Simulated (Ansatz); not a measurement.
# C2H6InS radical: a ladder of functionals and wavefunction methods

One table from this session's results is given with a row withheld; the runs are named, their logs left out.

Program: Ansatz 0.2.0, Gaussian basis. Level of theory: functionals in def2-TZVPP, the program's frozen cores in correlated methods. These are calculated values, not measurements.

Levels to be run: PBE-D4, r2SCAN-D4, PBE0-D4, B3LYP-D4, ωB97X-V, ωB97M-V, B2PLYP; CCSD(T)/def2-TZVPP; MP2/def2-QZVPP; extrapolation to the limit.

### Structure used throughout

The geometry comes from an earlier relaxation with PBE0-D4 in a triple-zeta def2 set; it is a stationary point, not always the lowest conformer. In takes the def2 core potential; no spin-orbit term is included.

SMILES `C[S][In][CH3]`, 10 atoms, charge 0, spin multiplicity 2.

Atoms are counted from 1 here; the program's logs count them from 0.

Bond lengths: C1–S2 1.822 Å, C1–H5 1.090 Å, C1–H6 1.090 Å, C1–H7 1.091 Å, S2–In3 2.428 Å, In3–C4 2.200 Å, C4–H8 1.088 Å, C4–H9 1.092 Å, C4–H10 1.092 Å. Angles: S2–C1–H5 111.6°, S2–C1–H6 111.9°, S2–C1–H7 107.0°, H5–C1–H6 109.5°, H5–C1–H7 108.4°, H6–C1–H7 108.3°, C1–S2–In3 101.5°, S2–In3–C4 115.4°, In3–C4–H8 110.8°, In3–C4–H9 107.9°, In3–C4–H10 107.9°, H8–C4–H9 110.2°, H8–C4–H10 110.3°, H9–C4–H10 109.7°.

The first run:

in.yaml reads:

```yaml
crystal:
  periodic: [false, false, false]
  atoms:
    - {symbol: C, position_ang: [-0.590432, 1.462543, -0.897571]}
    - {symbol: S, position_ang: [1.069549, 1.952027, -0.328909]}
    - {symbol: In, position_ang: [1.795570, -0.054105, 0.830505]}
    - {symbol: C, position_ang: [0.337288, -1.701012, 0.868703]}
    - {symbol: H, position_ang: [-0.541357, 0.669524, -1.643343]}
    - {symbol: H, position_ang: [-1.226625, 1.146427, -0.071233]}
    - {symbol: H, position_ang: [-1.041149, 2.342066, -1.359321]}
    - {symbol: H, position_ang: [0.753715, -2.574211, 1.366738]}
    - {symbol: H, position_ang: [-0.549750, -1.351835, 1.400571]}
    - {symbol: H, position_ang: [0.076191, -1.942521, -0.163239]}
basis:
  gaussian: {orbitals: def2-TZVPP}
magnetization: {spin_polarized: true, initial_magnetization: 1}
hamiltonian: {xc: pbe, dispersion: d4}
output: {forces: true, orbitals: {seedname: orbitals}}
```

Started as:

```
> ansatz run in.yaml --threads 2 --pin off --events-out ev --progress --plain --max-ram 32768MiB --backend cpu
```

Among the steps run: PBE-D4 (GGA); r2SCAN-D4 (meta-GGA); PBE0-D4 (hybrid); B3LYP-D4 (hybrid); ωB97X-V (range-separated); ωB97M-V (range-separated); B2PLYP (double hybrid); CCSD(T) in def2-TZVPP; MP2 in def2-QZVPP.

One of the session's tables, all rows but one given; the rest of the session is left out.

| method | atomisation energy (eV) |
| --- | --- |
| PBE-D4 | 34.669 |
| r2SCAN-D4 | 34.315 |
| PBE0-D4 | ? |
| B3LYP-D4 | 34.027 |
| ωB97X-V | 34.164 |
| ωB97M-V | 34.187 |
| B2PLYP | 33.604 |
| HF/def2-TZVPP | 25.176 |
| MP2/def2-TZVPP | 33.477 |
| CCSD/def2-TZVPP | 32.789 |
| CCSD(T)/def2-TZVPP | 33.287 |
| MP2/CBS | 34.301 |
| CCSD(T)/CBS | 34.111 |

**Question.** Estimate the row for PBE0-D4.

**Answer.** atomisation energy (eV): 34.246. In the column «atomisation energy (eV)» it lies between ωB97M-V (34.187) and MP2/CBS (34.301).
